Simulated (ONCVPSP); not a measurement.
# An ONCV potential for O, from input to tests

Do these settings give a usable potential? It is generated, then checked for transferability, scattering, ghosts and hardness.

The numbers are computed with ONCVPSP 4.0.1 (PBE, scalar-relativistic, spin-unpolarised reference atom).

## (1) Settings

The settings as typed:

| Item | Value |
| --- | --- |
| element | oxygen (O, Z = 8) |
| type | optimised norm-conserving Vanderbilt (ONCV) |
| frozen core | [He] |
| valence charge | 6 |
| reference configuration | 2s2 2p4 |
| partial waves | 2s: rc 0.85 bohr, ncon 4, nbas 9, qcut 7.4 1/bohr, 3 projectors, debl 2.1 Ha; 2p: rc 1.85 bohr, ncon 4, nbas 7, qcut 6.8 1/bohr, 2 projectors, debl 0.8 Ha; d scattering state at 0.21 Ha: rc 2.00 bohr, ncon 3, nbas 6, qcut 4.9 1/bohr, 2 projectors, debl 1.7 Ha |
| local potential | polynomial inside 0.80 bohr (lpopt 5, dvloc0 1 Ha) |
| core correction | Teter function fitted to the true core (icmod 2), fcfact 0.2 |

The outer shells as boxes (Hund's rule for the drawing; the calculation is spin-unpolarised):

```
[He] core
2s [↑↓]
2p [↑↓][↑ ][↑ ]
```

An earlier all-electron run gives the scale for the radii.

All-electron outer shells of the reference configuration (PBE, scalar-relativistic, ld1.x):

```tsv
shell	level (eV)	outermost node (bohr)	outermost maximum (bohr)
1s	-514.70	–	0.13
2s	-23.96	0.28	0.87
2p	-9.03	–	0.82
```

## (2) Generating the potential

File O.dat:

```
# ATOM AND REFERENCE CONFIGURATION
# atsym  z   nc   nv     iexc    psfile
  O 8.00    1    2        4      upf
#
#   n    l    f
    1    0    2.00
    2    0    2.00
    2    1    4.00
#
# PSEUDOPOTENTIAL AND OPTIMIZATION
# lmax
    2
#
#   l,   rc,      ep,       ncon, nbas, qcut
    0    0.85    0.00    4    9    7.40
    1    1.85    0.00    4    7    6.80
    2    2.00    0.21    3    6    4.90
#
# LOCAL POTENTIAL
# lloc, lpopt,  rc(5),   dvloc0
    4    5    0.80    1.00
#
# VANDERBILT-KLEINMAN-BYLANDER PROJECTORs
# l, nproj, debl
    0    3    2.10
    1    2    0.80
    2    2    1.70
#
# MODEL CORE CHARGE
# icmod, fcfact, rcfact
    2    0.20    1.05
#
# LOG DERIVATIVE ANALYSIS
# epsh1, epsh2, depsh
   -2.00    5.00    0.02
#
# OUTPUT GRID
# rlmax, drl
    6.00    0.01
#
# TEST CONFIGURATIONS
# ncnf
    4
# nvcnf
#   n    l    f
    2
    2    0    2.00
    2    1    3.00
#
    2
    2    0    2.00
    2    1    2.00
#
    2
    2    0    2.00
    2    1    1.00
#
    2
    2    0    2.00
    2    1    3.50
#
```

Run with:

```
$ oncvpsp.x < O.dat > O.out
```

Q: Predict the outcome of this session. Wanted: cutoffs for 1 and 0.1 mHa per electron, occupied waves; bound ghosts; GHOST(+) flags; largest test error; largest phase difference near zero energy, channels read; rms error of d²Exc/dn², without and with the model core.

As calculated:

```
                                                quantity                   value
  cutoffs for 1 and 0.1 mHa per electron, occupied waves        87 Ha and 304 Ha
                                            bound ghosts        s at -3413.04 eV
                                          GHOST(+) flags      none at low energy
                            largest test error (AE − PS)  +2288 meV, for 2s2 2p1
largest phase difference near zero energy, channels read               0.000 rad
 rms error of d²Exc/dn², without and with the model core       1.00 and 1.53 mHa
```

A bound ghost (s) makes it unfit for use: electrons can fall into a state that the atom doesn't have. The worst unpolarised test, 2s2 2p1, is off by 2288 meV on 103.9 eV; by total energies transferability rates as poor. That test lies far up in energy; among those under 40 eV, nearer to bonding, the largest error is 86 meV. It counts as very hard, with 87 Ha needed at the looser tolerance. The tighter tolerance needs 304 Ha, and converged work needs a cutoff nearer that. At the looser tolerance the 2s wave is the slowest; 2p needs 18 Ha. Near zero energy the phases of the channels with partial waves agree within 0.001 rad. These are tests on the free atom; a crystal test is still owed.
